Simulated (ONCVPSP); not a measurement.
# Pseudopotential generation for Al: ONCV, PBE

Task: generate the file, and judge it by its errors in other configurations, its logarithmic derivatives, its ghosts and its cutoff.

Method: ONCVPSP 4.0.1, PBE, scalar-relativistic.

## (1) The design

The settings as typed:

* element: aluminium (Al, Z = 13)
* type: optimised norm-conserving Vanderbilt (ONCV)
* frozen core: [Ne]
* valence charge: 3
* reference configuration: 3s2 3p1
* partial waves: 3s: rc 1.75 bohr, ncon 3, nbas 7, qcut 4.6 1/bohr, 2 projectors, debl 3.1 Ha; 3p: rc 2.10 bohr, ncon 4, nbas 7, qcut 3.3 1/bohr, 2 projectors, debl 3.4 Ha; d scattering state at 0.42 Ha: rc 1.75 bohr, ncon 4, nbas 7, qcut 5.5 1/bohr, 2 projectors, debl 0.4 Ha
* local potential: polynomial inside 1.10 bohr (lpopt 1, dvloc0 6 Ha)
* core correction: Teter function, fcfact 4.25, rcfact 1.2

The nodes and maxima of the atom's own shells, from an earlier all-electron run, set the scale for the radii.

All-electron outer shells of the reference configuration (PBE, scalar-relativistic, ld1.x):

```
shell  level (eV)  outermost node (bohr)  outermost maximum (bohr)
   2s     -108.17                   0.16                      0.50
   2p      -69.64                      –                      0.43
   3s       -7.75                   0.80                      2.09
   3p       -2.71                   0.82                      2.64
```

## (2) Generating the potential

Al.dat reads:

```
# ATOM AND REFERENCE CONFIGURATION
# atsym  z   nc   nv     iexc    psfile
  Al 13.00    3    2        4      upf
#
#   n    l    f
    1    0    2.00
    2    0    2.00
    2    1    6.00
    3    0    2.00
    3    1    1.00
#
# PSEUDOPOTENTIAL AND OPTIMIZATION
# lmax
    2
#
#   l,   rc,      ep,       ncon, nbas, qcut
    0    1.75    0.00    3    7    4.60
    1    2.10    0.00    4    7    3.30
    2    1.75    0.42    4    7    5.50
#
# LOCAL POTENTIAL
# lloc, lpopt,  rc(5),   dvloc0
    4    1    1.10    6.00
#
# VANDERBILT-KLEINMAN-BYLANDER PROJECTORs
# l, nproj, debl
    0    2    3.10
    1    2    3.40
    2    2    0.40
#
# MODEL CORE CHARGE
# icmod, fcfact, rcfact
    3    4.25    1.20
#
# LOG DERIVATIVE ANALYSIS
# epsh1, epsh2, depsh
   -2.00    5.00    0.02
#
# OUTPUT GRID
# rlmax, drl
    6.00    0.01
#
# TEST CONFIGURATIONS
# ncnf
    4
# nvcnf
#   n    l    f
    2
    3    0    2.00
    3    1    0.00
#
    2
    3    0    1.00
    3    1    0.00
#
    2
    3    0    2.00
    3    1    0.50
#
    2
    3    0    1.00
    3    1    1.00
#
```

Command:

```sh
$ oncvpsp.x < Al.dat > Al.out
```

**Question.** What will these runs give? Wanted: cutoffs for 1 and 0.1 mHa per electron, occupied waves; bound ghosts; GHOST(+) flags; largest test error; largest phase difference near zero energy, channels read; rms error of d²Exc/dn², without and with the model core.

The runs gave:

| quantity | value |
| --- | --- |
| cutoffs for 1 and 0.1 mHa per electron, occupied waves | 6.1 Ha and 8.0 Ha |
| bound ghosts | none found |
| GHOST(+) flags | s at 172 eV |
| largest test error (AE − PS) | +26 meV, for 3s1 3p0 |
| largest phase difference near zero energy, channels read | 0.002 rad |
| rms error of d²Exc/dn², without and with the model core | 1.79 and 0.94 mHa |

In words: By total energies transferability is fair: the largest error is 26 meV on 25.0 eV, for 3s1 3p0. By its cutoff, 6.1 Ha for the looser tolerance, it is soft on the atom at that tolerance. At the looser tolerance the 3s wave is the slowest; 3p needs 2 Ha. That counts occupied waves only; other projectors can need more. It is free of bound ghosts as far as tested. Near zero energy the phases of the channels with partial waves agree within 0.002 rad. The program also flags highly localised states, GHOST(+) (s). These are tests on the free atom; a crystal test is still owed.
